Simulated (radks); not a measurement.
# Cu in [Ar] 3d10 4s1: an all-electron calculation

The task here is to estimate one member of a computed series from the others.

The numbers are computed with radks (a radial shooting solver on a logarithmic mesh, Libxc functionals) version 1 (Dirac Kohn-Sham, Wu-Cohen GGA, spin-unpolarised, spherical densities, point nucleus), except any that are marked as measured or tabulated.

### What is computed

```
element       : copper (Z = 29)
charge        : 0
electrons     : 29
configuration : [Ar] 3d10 4s1
```

Outer shells as boxes (Hund's rule):

Cu
```
[Ar] core
3d [↑↓][↑↓][↑↓][↑↓][↑↓]
4s [↑ ]
```

Set-up of the first run:

Settings of this run:

```text
Z 29
configuration [Ar] 3d10 4s1
relativity Dirac
functional wc,pbe
spin unpolarised
j_filling energy
nucleus point
c 137.035999084
```

Run with:

```
python run_ks.py task.json out
```

All runs below come from this command, one after another.

One of the session's tables, all rows but one given; the rest of the session is left out.

It belongs to the step «Shells». Radial moments (bohr):

| level | <r> | outermost maximum (interpolated) | 90 % within | nodes |
| --- | --- | --- | --- | --- |
| 1s1/2 | 0.05215 | 0.0341 | 0.0932 | 0 |
| 2s1/2 | 0.2351 | 0.197 | 0.364 | 1 |
| 2p1/2 | 0.2042 | 0.156 | 0.335 | 0 |
| 2p3/2 | 0.2075 | 0.159 | 0.339 | 0 |
| 3s1/2 | 0.7122 | 0.613 | 1.07 | 2 |
| 3p1/2 | 0.7423 | 0.614 | 1.15 | 1 |
| 3p3/2 | 0.7531 | 0.622 | 1.17 | 1 |
| 3d3/2 | ? | ? | ? | ? |
| 3d5/2 | 1.052 | 0.603 | 1.92 | 0 |
| 4s1/2 | 2.902 | 2.26 | 4.54 | 3 |

**Question.** Estimate the row for 3d3/2.

As computed: <r>: 1.039; outermost maximum (interpolated): 0.600; 90 % within: 1.89; nodes: 0. In the column «<r>» it lies between 3p3/2 (0.7531) and 3d5/2 (1.052).

Limits of these values: Spin polarisation and multiplet splitting are left out.
